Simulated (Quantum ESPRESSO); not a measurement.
A calculation with Quantum ESPRESSO 7.5 of K3Ag2 (native input, structure typed inline):

The input pw.in:

```
&CONTROL
  calculation = 'scf'
  prefix = 'pwscf'
  outdir = './tmp'
  pseudo_dir = './pseudo'
  tprnfor = .true.
  tstress = .true.
  disk_io = 'low'
/
&SYSTEM
  ibrav = 0
  nat = 5
  ntyp = 2
  ecutwfc = 60
  ecutrho = 480
  nbnd = 43
  occupations = 'smearing'
  smearing = 'fd'
  degauss = 0.00367493
/
&ELECTRONS
  conv_thr = 1d-09
  electron_maxstep = 120
  mixing_beta = 0.5
/
ATOMIC_SPECIES
K     39.0983 K.pbe-spn-kjpaw_psl.1.0.0.UPF
Ag   107.8682 Ag_ONCV_PBE-1.0.oncvpsp.upf
CELL_PARAMETERS angstrom
   6.6681485800    0.0000000000    0.0000000000
   0.0000000000    6.6681485800    0.0000000000
   0.0000000000    0.0000000000    6.6681485800
ATOMIC_POSITIONS crystal
K      0.0000000000    0.5000000000    0.5000000000
K      0.5000000000    0.0000000000    0.5000000000
K      0.5000000000    0.5000000000    0.0000000000
Ag     0.0000000000    0.0000000000    0.0000000000
Ag     0.5000000000    0.5000000000    0.5000000000
K_POINTS automatic
4 4 4 0 0 0
```

The input pp_density.in:

```
&INPUTPP
  prefix = 'pwscf'
  outdir = './tmp'
  filplot = 'density.dat'
  plot_num = 0
/
&PLOT
  nfile = 1
  filepp(1) = 'density.dat'
  iflag = 3
  output_format = 6
  fileout = 'density.cube'
/
```

File pp_potential.in:

```
&INPUTPP
  prefix = 'pwscf'
  outdir = './tmp'
  filplot = 'potential.dat'
  plot_num = 11
/
&PLOT
  nfile = 1
  filepp(1) = 'potential.dat'
  iflag = 3
  output_format = 6
  fileout = 'potential.cube'
/
```

Potentials or basis: SSSP 1.3 efficiency PBE.

Launch:

```bash
$ OMP_NUM_THREADS=1 pw.x -in pw.in > pw.out
$ OMP_NUM_THREADS=1 pp.x -in pp_density.in > pp_density.out
$ OMP_NUM_THREADS=1 pp.x -in pp_potential.in > pp_potential.out
```

The cell was built by a generator and needn't be a form met in nature.

Task: Write the same calculation in another form: ASE script, structure from a CIF.

Result: As run:

The input run.py:

```python
import numpy as np
from ase.calculators.espresso import Espresso, EspressoProfile
import spglib
from ase import Atoms
from ase.io import read

atoms = read('K3Ag2.cif')
cell, pos, num = spglib.standardize_cell((atoms.cell[:], atoms.get_scaled_positions(), atoms.numbers), to_primitive=True, symprec=1e-4)
atoms = Atoms(numbers=num, cell=cell, scaled_positions=pos, pbc=True)

input_data = {
    'control': {'calculation': 'scf', 'prefix': 'pwscf', 'outdir': './tmp', 'tprnfor': True, 'tstress': True, 'disk_io': 'nowf'},
    'system': {'ecutwfc': 60.0, 'ecutrho': 480.0, 'nbnd': 43, 'occupations': 'smearing', 'smearing': 'fd', 'degauss': 0.00367493},
    'electrons': {'conv_thr': 1e-09, 'electron_maxstep': 120, 'mixing_beta': 0.5},
}
pseudopotentials = {'K': 'K.pbe-spn-kjpaw_psl.1.0.0.UPF', 'Ag': 'Ag_ONCV_PBE-1.0.oncvpsp.upf'}
profile = EspressoProfile(command='pw.x', pseudo_dir='pseudo')
dft = Espresso(profile=profile, input_data=input_data, pseudopotentials=pseudopotentials, kpts=(4, 4, 4), koffset=(0, 0, 0))
atoms.calc = dft

print(f'energy {atoms.get_potential_energy():.8f} eV')
print('forces (eV/A)')
print(np.round(atoms.get_forces(), 6))
print('stress (eV/A^3, Voigt)')
print(np.round(atoms.get_stress(), 8))
print(f'Fermi level {dft.get_fermi_level():.4f} eV')
```

The input K3Ag2.cif:

```cif
data_K3Ag2
_cell_length_a 6.66814858
_cell_length_b 6.66814858
_cell_length_c 6.66814858
_cell_angle_alpha 90.00000000
_cell_angle_beta 90.00000000
_cell_angle_gamma 90.00000000
_space_group_name_H-M_alt 'Pm-3m'
_space_group_name_Hall '-P 4 2 3'
_space_group_IT_number 221
loop_
_space_group_symop_operation_xyz
'x,y,z'
'-x,-y,-z'
'-y,x,z'
'y,-x,-z'
'-x,-y,z'
'x,y,-z'
'y,-x,z'
'-y,x,-z'
'x,-y,-z'
'-x,y,z'
'-y,-x,-z'
'y,x,z'
'-x,y,-z'
'x,-y,z'
'y,x,-z'
'-y,-x,z'
'z,x,y'
'-z,-x,-y'
'z,-y,x'
'-z,y,-x'
'z,-x,-y'
'-z,x,y'
'z,y,-x'
'-z,-y,x'
'-z,x,-y'
'z,-x,y'
'-z,-y,-x'
'z,y,x'
'-z,-x,y'
'z,x,-y'
'-z,y,x'
'z,-y,-x'
'y,z,x'
'-y,-z,-x'
'x,z,-y'
'-x,-z,y'
'-y,z,-x'
'y,-z,x'
'-x,z,y'
'x,-z,-y'
'-y,-z,x'
'y,z,-x'
'-x,-z,-y'
'x,z,y'
'y,-z,-x'
'-y,z,x'
'x,-z,y'
'-x,z,-y'
loop_
_atom_site_label
_atom_site_type_symbol
_atom_site_symmetry_multiplicity
_atom_site_Wyckoff_symbol
_atom_site_fract_x
_atom_site_fract_y
_atom_site_fract_z
_atom_site_occupancy
K1 K 3 c 0.0000000000 0.5000000000 0.5000000000 1
Ag1 Ag 1 a 0.0000000000 0.0000000000 0.0000000000 1
Ag2 Ag 1 b 0.5000000000 0.5000000000 0.5000000000 1
```

Potentials or basis: SSSP 1.3 efficiency PBE.

The run is started by

```sh
$ OMP_NUM_THREADS=1 python run.py
```

Both were run:

|  | native input, structure typed inline | ASE script, structure from a CIF |
| --- | --- | --- |
| Pressure | -0.6 GPa | -0.6 GPa |
| Band gap on the k mesh | none (metal or under the smearing width) | none (metal or under the smearing width) |

Keys that steer only the numerical path or the files written may differ.
